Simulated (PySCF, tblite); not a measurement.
**C2H7NOSSi: dynamics, then NMR shifts on frames**

How do NMR shifts of C2H7NOSSi (`CS[SiH2]NC=O`) change as the atoms move?

Programs: tblite 0.8.0 and PySCF 2.14.0, with density-fitted response routines of our own. Each step states its level of theory. These are calculated values for one molecule in the gas phase, unless marked as measured. Atoms are numbered from 0 throughout.

## (1) The starting structure

13 atoms, charge 0, multiplicity 1; geometry from: GFN2-xTB.

Bonds of the start (Å): C0–S1 1.82, S1–Si2 2.14, Si2–N3 1.75, N3–C4 1.34, C4–O5 1.21, C0–H6 1.08, C0–H7 1.08, C0–H8 1.08, Si2–H9 1.46, Si2–H10 1.46, N3–H11 1.01, C4–H12 1.10.

## (2) Thermal motion with GFN2-xTB

What the job is given:

```
{"job": {"kind": "md", "xc": "GFN2-xTB", "basis": "xTB", "temperature": 400, "steps": 2000, "every": 50, "frames": 5}, "charge": 0, "multiplicity": 1}
C     -2.710152     0.089617     0.468555
S     -1.127997     0.532908     1.241885
Si     0.179470    -0.139213    -0.312398
N      1.740616     0.258036     0.362487
C      2.757003    -0.073770    -0.443240
O      2.557178    -0.590622    -1.515116
H     -2.739222    -0.980125     0.292134
H     -2.820843     0.629765    -0.465471
H     -3.495461     0.375124     1.159805
H      0.043247    -1.580360    -0.476873
H     -0.065472     0.634614    -1.521995
H      1.911732     0.689437     1.256107
H      3.765513     0.155076    -0.063605
```

With the program's defaults for keys left out, this is: GFN2-xTB Langevin dynamics, gas phase.

Started as:

```bash
$ OMP_NUM_THREADS=1 python probes_run.py task.json out
```

This one command runs all jobs of the session in turn.

The log of the run:

```text
t/fs     T/K      E/eV
    0.0   333.4   -540.57272
   25.0   254.0   -540.22354
   50.0   223.2   -540.09686
   75.0   318.7   -540.26750
  100.0   308.5   -540.11358
  125.0   268.9   -539.86432
  150.0   343.6   -539.91066
  175.0   349.5   -539.89692
  200.0   410.4   -539.98034
  225.0   412.2   -539.64907
  250.0   434.4   -539.92617
  275.0   427.5   -539.90094
  300.0   435.0   -539.95824
  325.0   487.7   -539.97941
  350.0   409.0   -540.04388
  375.0   414.8   -539.90847
  400.0   451.4   -539.94573
  425.0   447.6   -539.95300
  450.0   493.2   -540.05805
  475.0   382.2   -539.96809
  500.0   366.8   -539.93992
  525.0   371.9   -539.99427
  550.0   467.2   -539.84429
  575.0   617.1   -539.91291
  600.0   474.1   -539.91270
  625.0   449.4   -539.96055
  650.0   279.3   -539.82057
  675.0   412.9   -540.00856
  700.0   506.7   -540.12052
  725.0   370.8   -539.93564
  750.0   326.3   -540.21888
  775.0   266.3   -540.12381
  800.0   312.2   -540.10898
  825.0   406.2   -540.04620
  850.0   546.5   -540.09417
  875.0   381.6   -539.75370
  900.0   566.2   -540.12320
  925.0   601.8   -540.07351
  950.0   518.2   -540.04196
  975.0   355.7   -539.78436
 1000.0   380.6   -540.05624
```

Wall time 9 s (1 thread of Arm Neoverse V2, shared host); peak memory 0.18 GiB.

Distance from the start (root mean square after alignment): 0 fs 0.00 Å, 200 fs 0.30 Å, 400 fs 0.35 Å, 600 fs 1.01 Å, 800 fs 0.91 Å, 1000 fs 0.28 Å.

Positions (Å) and forces (eV/Å) at 1000 fs:

```xyz
13

C    -2.614   -1.107    2.441    0.137   -0.319   -0.582
S    -2.122    0.094    1.052    0.110   -0.823    1.424
Si   -0.124   -0.648    0.521   -1.074   -0.462    1.125
N     0.346    0.605   -0.522   -2.228    3.208    0.440
C     1.388    0.446   -1.290    1.491    0.298   -1.349
O     1.946   -0.618   -1.355    0.361   -0.442    0.024
H    -2.179   -0.946    3.416    0.996    0.390   -0.216
H    -2.363   -2.107    2.062   -0.093    0.414    0.229
H    -3.660   -1.074    2.713   -0.426    0.269   -0.902
H     0.838   -0.760    1.598    0.022   -0.010    0.220
H    -0.429   -1.845   -0.172   -0.016   -0.826   -0.425
H    -0.208    1.514   -0.465    1.171   -1.371   -0.377
H     1.761    1.325   -1.891   -0.451   -0.327    0.388
```

## (3) NMR shieldings: 250 fs, PBE0/pcSseg-1

What the job is given:

```
{"job": {"kind": "nmr", "xc": "PBE0", "basis": "pcSseg-1", "pop": false}, "charge": 0, "multiplicity": 1}
C     -2.913600    -0.224100     0.991400
S     -1.524900     0.947500     1.164300
Si    -0.234400    -0.317800     0.006900
N      1.505600     0.167100     0.214900
C      2.459000    -0.194800    -0.622300
O      2.310200    -0.942800    -1.549300
H     -2.654200    -1.090500     1.586000
H     -3.167400    -0.557600    -0.025400
H     -3.779700     0.418400     1.420500
H     -0.572000    -1.664300     0.454200
H     -0.724500    -0.091900    -1.243300
H      1.793100     0.729300     0.975300
H      3.376500     0.249500    -0.280100
```

Level: GIAO PBE0/pcSseg-1 NMR shielding, non-relativistic, gas phase.

The log of the run:

```text
coarse grid: 11912 points
cycle   1  E = -897.3897668095  dE =  7.897e-01  |g| = 8.039e-01  |ddm| = 3.240e+00
cycle   2  E = -896.9061431378  dE =  4.836e-01  |g| = 1.731e+00  |ddm| = 2.161e+00
cycle   3  E = -897.5144877650  dE = -6.083e-01  |g| = 1.969e-01  |ddm| = 1.661e+00
cycle   4  E = -897.5212492595  dE = -6.761e-03  |g| = 9.372e-02  |ddm| = 2.159e-01
cycle   5  E = -897.5229644171  dE = -1.715e-03  |g| = 1.647e-02  |ddm| = 6.488e-02
cycle   6  E = -897.5230207547  dE = -5.634e-05  |g| = 5.682e-03  |ddm| = 2.043e-02
cycle   7  E = -897.5230282079  dE = -7.453e-06  |g| = 1.194e-03  |ddm| = 6.498e-03
final grid: 105896 points
cycle   8  E = -897.5672117647  dE = -3.634e-06  |g| = 1.305e-02  |ddm| = 2.040e-02
cycle   9  E = -897.5671261884  dE =  8.558e-05  |g| = 2.486e-02  |ddm| = 2.348e-02
cycle  10  E = -897.5672438389  dE = -1.177e-04  |g| = 2.340e-03  |ddm| = 1.634e-02
cycle  11  E = -897.5672450412  dE = -1.202e-06  |g| = 2.286e-04  |ddm| = 1.976e-03
cycle  12  E = -897.5672450547  dE = -1.346e-08  |g| = 7.724e-05  |ddm| = 2.969e-04
cycle  13  E = -897.5672450561  dE = -1.442e-09  |g| = 2.377e-05  |ddm| = 8.883e-05
cycle  14  E = -897.5672450563  dE = -1.248e-10  |g| = 6.815e-06  |ddm| = 2.481e-05
converged SCF energy = -897.5672450563

GIAO shielding tensors (ppm)
atom      isotropic    diamagn.    paramagn.     s11        s22        s33       span
  0 C      168.630     251.242     -82.612    157.706    163.392    184.791     27.085
  1 S      729.157    1060.197    -331.040    602.467    636.550    948.454    345.987
  2 Si     367.830     881.222    -513.392    333.944    356.114    413.431     79.487
  3 N      144.328     330.126    -185.798     44.125    147.457    241.401    197.277
  4 C       24.146     243.173    -219.027    -69.304     39.882    101.861    171.165
  5 O      -92.310     401.335    -493.645   -363.174   -213.289    299.534    662.708
  6 H       29.500      29.693      -0.194     23.413     27.668     37.418     14.005
  7 H       29.822      29.667       0.155     25.217     27.264     36.986     11.769
  8 H       27.401      26.037       1.364     20.958     25.017     36.227     15.268
  9 H       26.786      31.321      -4.535     22.869     26.396     31.092      8.223
 10 H       27.152      32.856      -5.703     22.209     26.710     32.537     10.328
 11 H       28.173      34.964      -6.791     23.320     29.003     32.197      8.878
 12 H       24.081      25.823      -1.741     20.129     22.860     29.256      9.127
```

It took 15 s on 1 thread of Arm Neoverse V2, shared host; peak memory 0.72 GiB.

The references, computed at this level on geometries of the same kind, shield at (ppm): 1H TMS 31.72, 13C TMS 186.9, 29Si TMS 349.2, 15N NH3 267.7, 17O H2O 336.1, 33S CS2 504. Their shielding less the atom's gives the shift. The references are single molecules in the gas phase, so shifts against H2O, NH3, PH3, H3PO4 or CFCl3 are not on the usual liquid scales and can be off by tens of ppm. Each atom is listed at this fixed geometry, with no averaging over motion; a spectrum would average atoms that exchange fast.

```
atoms                              environment  σ (ppm)  δ (ppm)
   C4                    amide carbonyl carbon     24.1    162.8
   C0                methyl carbon bonded to S    168.6     18.3
  H12     hydrogen on an amide carbonyl carbon    24.08     7.64
   H9     hydrogen on a silicon bonded to N, S    26.79     4.93
  H10     hydrogen on a silicon bonded to N, S    27.15     4.56
   H8  hydrogen on a methyl carbon bonded to S    27.40     4.32
  H11       hydrogen on an amide-type nitrogen    28.17     3.54
   H6  hydrogen on a methyl carbon bonded to S    29.50     2.22
   H7  hydrogen on a methyl carbon bonded to S    29.82     1.89
   S1                   sulfur bonded to C, Si      729     -225
  Si2              silicon bonded to N, S, 2 H    367.8    -18.7
   N3                      amide-type nitrogen    144.3    123.4
   O5               amide-type carbonyl oxygen    -92.3    428.4
```

Orbitals, density, ELF and potential are computed afterwards from the orbital file.

Frontier orbitals at PBE0/pcSseg-1, with the share of their density that lies nearest to each atom:

```csv
orbital,energy (eV),lies on
HOMO,-7.02,S1 79 %
LUMO,0.04,S1 19 %; Si2 14 %; 4 H atoms about 9 % each
```

ELF in a plane through or near 7 of the atoms.

Ten even steps from ' ' (0.00) to '@' (1.00):
```
                                                        
                                                        
                                                        
            ........                                    
        ..--++****==..                                  
        --##%%%%%%##--  ..::..      ::####..            
        ==##@@--%%%%::  --====::    ##@@@@++            
        ..==##==##==    ::..::::  ..%%@@@@++            
          ..==**++::..--  **--..  ..##@@%%--..          
        --**####--##**%%::++**..::--++--..****==..      
      ==%%@@@@::++%%++@@..**::++==++**++..%%@@%%::      
      ##@@@@@@++**--**##++..**@@**##%%==##@@@@@@==      
      **@@@@@@..--%%##**::--##%%--==##==++@@@@@@--      
      ..%%@@**  **@@@@##  ..++%%==++##::..##%%**        
          ..    ##@@@@##    ++%%@@@@%%--    ..          
                ==%%%%--    ==##@@@@##==                
                  ....      ::++####++::                
                              ..----::                  
                                                        
                                                        
```
The map spans 12.6 Å across and 8.2 Å up, centred on the molecule. Atoms in the plane (x, y in Å): C0 (2.7, -0.1), Si2 (-0.1, 0.2), N3 (-1.8, -0.5), C4 (-2.9, 0.1), O5 (-3.0, 1.3), H11 (-1.9, -1.5), H12 (-3.7, -0.6).

On the surface of density 0.002 e/bohr³ the electrostatic potential runs, from the 1st to the 99th percentile, from -1.83 V near O5 to 2.19 V near H11.

## (4) Nuclear shieldings: 425 fs, PBE0/pcSseg-1

What the job is given:

```
{"job": {"kind": "nmr", "xc": "PBE0", "basis": "pcSseg-1", "pop": false}, "charge": 0, "multiplicity": 1}
C     -3.091500    -0.380600     1.532400
S     -1.781400     0.838700     1.088900
Si    -0.438200    -0.517400     0.270700
N      0.910800     0.590000     0.319200
C      2.018500    -0.096600     0.044600
O      2.145000    -1.199100    -0.404200
H     -2.620000    -1.408800     1.664200
H     -3.865600    -0.380100     0.823500
H     -3.426800    -0.052100     2.517300
H     -0.361000    -1.653100     1.222200
H     -0.804800    -1.068000    -1.142800
H      0.966500     1.603900     0.539100
H      2.849200     0.569100     0.077500
```

Method: GIAO PBE0/pcSseg-1 NMR shielding, non-relativistic, gas phase.

The log of the run:

```text
coarse grid: 11912 points
cycle   1  E = -897.3975003865  dE =  8.348e-01  |g| = 7.787e-01  |ddm| = 3.245e+00
cycle   2  E = -896.9653329557  dE =  4.322e-01  |g| = 1.655e+00  |ddm| = 2.004e+00
cycle   3  E = -897.5110862260  dE = -5.458e-01  |g| = 2.086e-01  |ddm| = 1.538e+00
cycle   4  E = -897.5190535509  dE = -7.967e-03  |g| = 8.943e-02  |ddm| = 2.243e-01
cycle   5  E = -897.5206204511  dE = -1.567e-03  |g| = 1.720e-02  |ddm| = 6.248e-02
cycle   6  E = -897.5206827139  dE = -6.226e-05  |g| = 5.208e-03  |ddm| = 1.991e-02
cycle   7  E = -897.5206890355  dE = -6.322e-06  |g| = 1.263e-03  |ddm| = 5.962e-03
final grid: 105896 points
cycle   8  E = -897.5654619829  dE = -5.061e-06  |g| = 1.344e-02  |ddm| = 2.184e-02
cycle   9  E = -897.5653715269  dE =  9.046e-05  |g| = 2.561e-02  |ddm| = 2.469e-02
cycle  10  E = -897.5654958228  dE = -1.243e-04  |g| = 2.609e-03  |ddm| = 1.728e-02
cycle  11  E = -897.5654973514  dE = -1.529e-06  |g| = 2.134e-04  |ddm| = 2.254e-03
cycle  12  E = -897.5654973624  dE = -1.105e-08  |g| = 8.913e-05  |ddm| = 2.922e-04
cycle  13  E = -897.5654973643  dE = -1.846e-09  |g| = 2.970e-05  |ddm| = 1.021e-04
cycle  14  E = -897.5654973644  dE = -1.735e-10  |g| = 8.860e-06  |ddm| = 2.441e-05
converged SCF energy = -897.5654973644

GIAO shielding tensors (ppm)
atom      isotropic    diamagn.    paramagn.     s11        s22        s33       span
  0 C      167.395     250.279     -82.883    143.977    168.491    189.718     45.742
  1 S      727.660    1060.952    -333.292    607.798    666.632    908.552    300.754
  2 Si     377.621     880.504    -502.884    313.434    401.082    418.346    104.912
  3 N      123.614     330.673    -207.059      2.864    130.504    237.473    234.608
  4 C       20.401     241.843    -221.443    -63.928     18.565    106.566    170.494
  5 O      -88.253     401.600    -489.853   -379.031   -184.838    299.109    678.140
  6 H       28.909      28.491       0.418     23.732     27.804     35.193     11.461
  7 H       29.992      29.720       0.272     24.273     27.398     38.305     14.032
  8 H       28.850      27.939       0.911     22.599     26.610     37.340     14.741
  9 H       26.133      30.226      -4.094     22.762     25.032     30.604      7.842
 10 H       25.028      28.781      -3.753     21.373     23.495     30.216      8.843
 11 H       25.646      32.694      -7.047     21.397     27.375     28.167      6.769
 12 H       24.262      26.954      -2.692     19.826     23.783     29.177      9.350
```

It took 10 s on 1 thread of Arm Neoverse V2, shared host; peak memory 0.75 GiB.

In short: δ C4 166.5, C0 19.5, S1 -224, Si2 -28.5, H12 7.45, H10 6.69 ppm.

(Part 1 of 2 ends here.)
